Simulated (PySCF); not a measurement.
# C2H6SSi: the cost of one run

Programs: PySCF 2.14.0, with density-fitted response routines of our own. Each step states its level of theory. These are calculated values for one molecule in the gas phase, unless marked as measured. Atoms count from 0, in the outputs and in this text.

### 1 Starting geometry

10 atoms, charge 0, multiplicity 1; geometry from: GFN2-xTB. The atoms were then displaced at random by about 0.01 Å, so the start is not that level's minimum.

Bonds of the start (Å): C0–C1 1.35, C1–S2 1.77, S2–Si3 2.12, C0–H4 1.05, C0–H5 1.07, C1–H6 1.09, Si3–H7 1.45, Si3–H8 1.47, Si3–H9 1.48.

### 2 Geometry optimisation at PBE0-D3(BJ)/def2-SVP

What the job is given:

```
{"job": {"xc": "PBE0", "basis": "def2-SVP", "d3": "d3bj", "grid": 1, "shake": 0.01, "kind": "geom"}, "charge": 0, "multiplicity": 1}
C      1.575820    -0.478350     0.063700
C      1.212270     0.737970    -0.393780
S     -0.410730     1.423280    -0.539500
Si    -1.699420    -0.100720     0.168610
H      2.586460    -0.757220     0.085640
H      0.829380    -1.166970     0.404510
H      1.966140     1.447650    -0.736560
H     -1.573040    -1.270690    -0.686800
H     -1.412150    -0.401570     1.580520
H     -3.024300     0.545680     0.032610
```

The run is started by

```console
$ OMP_NUM_THREADS=1 python probes_run.py task.json out
```

The driver reads the jobs from task.json and runs them one after another.

Q: Estimate the wall time and peak memory of this first job on 1 thread of Arm Neoverse V2, shared host.

About 18 s, with a peak of 0.39 GiB.
